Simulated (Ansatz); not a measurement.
**AsH2+ (singlet): from Hartree-Fock to the top rungs at angle H2–As1–H3 = 87.0°, cc-pVDZ**

One table from this session's results is given with a row withheld; the runs are named, their logs left out.

Method: cc-pVDZ, core rule «outside noble gas», up to 14 orbitals frozen; program: Ansatz 0.2.0, Gaussian basis.

To be run: UHF; CCSD(T) on RHF; CCSD(T) on UHF; BCCD(T) on RHF; CISD; CCSDT(Q) on RHF; CCSDT(Q) on UHF; CCSDTQ on RHF; CASSCF and MRCISD+Q, 2 electrons in 2 orbitals; CASSCF and NEVPT2, 2 electrons in 2 orbitals; CASSCF and MRCISD+Q, 6 electrons in 6 orbitals; CASSCF and NEVPT2, 6 electrons in 6 orbitals; Full CI.

11 further runs of the same task are left out: 8 that didn't finish, 3 set aside as unsound or not needed.

## The system

The geometry derives from a PBE0/def2-TZVP stationary point (not a proven minimum). One angle is set to the value named; bond lengths are kept. No spin-orbit coupling is included. The filled d shell of As may be among the frozen orbitals whatever the setting's name suggests; the logs give the count.

3 atoms, charge 1, spin multiplicity 1.

Atoms are counted from 1 here; the program's logs count them from 0.

Bond lengths: As1–H2 1.530 Å, As1–H3 1.530 Å. Angles: H2–As1–H3 87.0°.

As a file:

```xyz
3
charge 1, multiplicity 1
As    0.0000   -0.0291    0.0000
H     0.0000    1.0807   -1.0531
H     0.0000    1.0807    1.0531
```

Set-up of the first run:

Input file in.yaml:

```yaml
crystal:
  periodic: [false, false, false]
  atoms:
    - {symbol: As, position_ang: [0.000000, -0.029078, 0.000000]}
    - {symbol: H, position_ang: [0.000000, 1.080709, -1.053146]}
    - {symbol: H, position_ang: [0.000000, 1.080706, 1.053149]}
basis:
  gaussian: {orbitals: cc-pVDZ}
total_charge: 1
magnetization: {spin_polarized: true, initial_magnetization: 0}
hamiltonian: {xc: hf}
output: {orbitals: {seedname: orbitals}}
```

Launch:

```console
> ansatz run in.yaml --threads 1 --pin off --events-out ev --progress --plain --max-ram 2393MiB
```

Steps of the session up to this table: UHF; CCSD(T) on RHF; CCSD(T) on UHF; BCCD(T) on RHF; CISD; CCSDT(Q) on RHF; CCSDT(Q) on UHF; CCSDTQ on RHF; CASSCF and MRCISD+Q, 2 electrons in 2 orbitals; CASSCF and NEVPT2, 2 electrons in 2 orbitals; CASSCF and MRCISD+Q, 6 electrons in 6 orbitals; CASSCF and NEVPT2, 6 electrons in 6 orbitals; Full CI.

One of the session's tables, all rows but one given; the rest of the session is left out.

| method | from FCI (kJ/mol) |
| --- | --- |
| RHF | +312.6 |
| UHF | ? |
| RMP2 | +77.9 |
| CISD | +19.1 |
| RCCSD | +7.2 |
| RCCSD(T) | +1.6 |
| BCCD(T) | +1.6 |
| RCCSDT | +0.3 |
| RCCSDT(Q) | +0.1 |
| RCCSDTQ | 0.0 |
| CASSCF pair | +264.6 |
| NEVPT2 pair | +71.6 |
| CASSCF valence | +170.6 |
| NEVPT2 valence | +47.3 |
| MRCISD valence | +5.7 |
| MRCISD+Q valence | +0.1 |
| FCI | 0 |

Estimate the missing values for UHF.

As computed: from FCI (kJ/mol): +310.7. In the column «from FCI (kJ/mol)» it lies between CASSCF pair (+264.6) and RHF (+312.6).

Among the levels timed on like hardware and quicker than the yardstick, those that no quicker one beats, quickest first: BCCD(T) (0.51 s, +1.6 kJ/mol); RCCSDT(Q) (1.1 s, +0.1 kJ/mol).

Not comparable, so not listed: CCSD(T) on UHF; CCSDT(Q) on UHF; CASSCF and MRCISD+Q, 2 electrons in 2 orbitals (they don't share determinant, frozen orbitals or solution with the rows shown, or repeat one).

To keep in mind: The yardstick is full CI for this spin, exact in this basis with these frozen cores. Of the multireference levels listed MRCISD+Q valence comes nearest in total energy (+0.1 kJ/mol), which doesn't show that its space is the better one. Warnings in the runs' records: passed over end.
